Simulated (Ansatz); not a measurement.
**ClFH₄O₂Si₂: a ladder of functionals and wavefunction methods**

An exercise on one series of results from a longer session: the logs are not shown, and one member is left open.

Program: Ansatz 0.2.0, Gaussian basis. Level of theory: functionals in def2-TZVPP, the program's frozen cores in correlated methods. These are calculated values, not measurements.

The runs, in order: LDA (SPW92), PBE-D4, revPBE-D4, BLYP-D4, r2SCAN-D4, B97M-V, PBE0-D4, B3LYP-D4, r2SCANh-D4, r2SCAN0-D4, HSE06-D4, BHLYP-D4, CAM-B3LYP-D4, LC-ωPBE, ωB97X-V, ωB97M-V, B2PLYP, PBE-QIDH; CCSD(T)/def2-SVP; CCSD(T)/def2-TZVPP; MP2/def2-QZVPP; extrapolation to the limit; RPA on PBE.

## The geometry

All runs share one geometry, relaxed beforehand with PBE0-D4 in a triple-zeta def2 set.

SMILES `O[Si@H](Cl)[Si@@H](O)F`, 10 atoms, charge 0, spin multiplicity 1.

Atoms are counted from 1 here; the program's logs count them from 0.

Bond lengths: O1–Si2 1.635 Å, O1–H7 0.961 Å, Si2–F3 1.600 Å, Si2–Si4 2.354 Å, Si2–H8 1.480 Å, Si4–O5 1.638 Å, Si4–Cl6 2.079 Å, Si4–H9 1.478 Å, O5–H10 0.959 Å. Angles: Si2–O1–H7 116.8°, O1–Si2–F3 111.3°, O1–Si2–Si4 108.1°, O1–Si2–H8 106.0°, F3–Si2–Si4 107.3°, F3–Si2–H8 107.6°, Si4–Si2–H8 116.6°, Si2–Si4–O5 113.7°, Si2–Si4–Cl6 102.0°, Si2–Si4–H9 117.4°, O5–Si4–Cl6 110.6°, O5–Si4–H9 105.5°, Cl6–Si4–H9 107.4°, Si4–O5–H10 118.7°.

Set-up of the first run:

Input file in.yaml:

```yaml
crystal:
  periodic: [false, false, false]
  atoms:
    - {symbol: O, position_ang: [-0.529422, 0.315363, -1.989263]}
    - {symbol: Si, position_ang: [-0.482937, -0.845666, -0.839560]}
    - {symbol: F, position_ang: [0.402431, -2.092897, -1.308585]}
    - {symbol: Si, position_ang: [0.542880, 0.061082, 1.075040]}
    - {symbol: O, position_ang: [-0.467689, 0.955365, 2.003561]}
    - {symbol: Cl, position_ang: [2.026429, 1.257965, 0.246349]}
    - {symbol: H, position_ang: [0.257193, 0.858036, -2.089613]}
    - {symbol: H, position_ang: [-1.875763, -1.320379, -0.684326]}
    - {symbol: H, position_ang: [1.201450, -0.881164, 2.003686]}
    - {symbol: H, position_ang: [-0.991572, 1.641096, 1.585611]}
basis:
  gaussian: {orbitals: def2-TZVPP}
hamiltonian: {xc: lda}
output: {orbitals: {seedname: orbitals}}
```

Command:

```console
$ ansatz run in.yaml --threads 4 --pin off --events-out ev --progress --plain --max-ram 10444MiB
```

Among the steps run: LDA; PBE-D4 (GGA); revPBE-D4 (GGA); BLYP-D4 (GGA); r2SCAN-D4 (meta-GGA); B97M-V (meta-GGA); PBE0-D4 (hybrid); B3LYP-D4 (hybrid); r2SCANh-D4 (hybrid); r2SCAN0-D4 (hybrid); HSE06-D4 (hybrid); BHLYP-D4 (hybrid); CAM-B3LYP-D4 (range-separated); LC-ωPBE (range-separated); ωB97X-V (range-separated); ωB97M-V (range-separated); B2PLYP (double hybrid); PBE-QIDH (double hybrid).

One table of the session follows, with a row left open; its other results are not shown here.

| functional | HOMO (eV) | gap (eV) |
| --- | --- | --- |
| LDA (SPW92) | -6.84 | 4.95 |
| PBE-D4 | -6.73 | 5.10 |
| revPBE-D4 | -6.68 | 5.17 |
| BLYP-D4 | -6.64 | 5.16 |
| r2SCAN-D4 | -7.03 | 5.70 |
| B97M-V | -7.12 | 5.60 |
| PBE0-D4 | -8.03 | 7.23 |
| B3LYP-D4 | -7.84 | 6.84 |
| r2SCANh-D4 | -7.51 | 6.46 |
| r2SCAN0-D4 | -8.22 | 7.60 |
| HSE06-D4 | ? | ? |
| BHLYP-D4 | -9.26 | 9.33 |
| CAM-B3LYP-D4 | -9.38 | 9.58 |
| LC-ωPBE | -10.64 | 12.02 |
| ωB97X-V | -10.33 | 11.56 |
| ωB97M-V | -10.09 | 11.02 |

**Question.** Estimate the row for HSE06-D4.

The run gave: HOMO (eV): -7.63; gap (eV): 6.45. In the column «HOMO (eV)» it lies between B3LYP-D4 (-7.84) and r2SCANh-D4 (-7.51).
